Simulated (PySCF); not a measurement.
SBClBrH, in a box:

```xyz
5
Lattice="11.0000 0.0000 0.0000 0.0000 13.0000 0.0000 0.0000 0.0000 12.0000" Properties=species:S:1:pos:R:3 pbc="T T T"
S     5.8151    7.7798    6.3353
B     5.6136    5.9686    6.1310
Cl    6.4557    4.9291    7.2658
Br    4.5133    5.2009    4.8184
H     4.9971    8.0746    5.2820
```

The cell isn't the ideal one: atoms moved at random, drawn with an rms of 0.05 Å.

Program: PySCF 2.14.0. Alike in all runs: task atomic charges; potentials or basis def2-svp (all-electron); no spin polarisation; cell atoms moved at random, drawn with an rms of 0.05 Å; k mesh 1 × 1 × 1; smearing fixed.

Task: Order these runs on this cell by their band gap on the k mesh, lowest first.
A. level M06-2X+D3; exxdiv ewald
B. level TPSS+D3(OP)
C. level revPBE+D3(OP)

Result: C (4.80 eV), B (4.98 eV), A (8.81 eV).

Caveats: this is a molecule in a periodic box at the Γ point, so its band gap is the HOMO-LUMO gap; relativity is left out, which matters for the heavier elements; the basis of atomic orbitals isn't converged, which shifts pressures, moduli and gaps.

Runs at the PBE level aren't shown here.
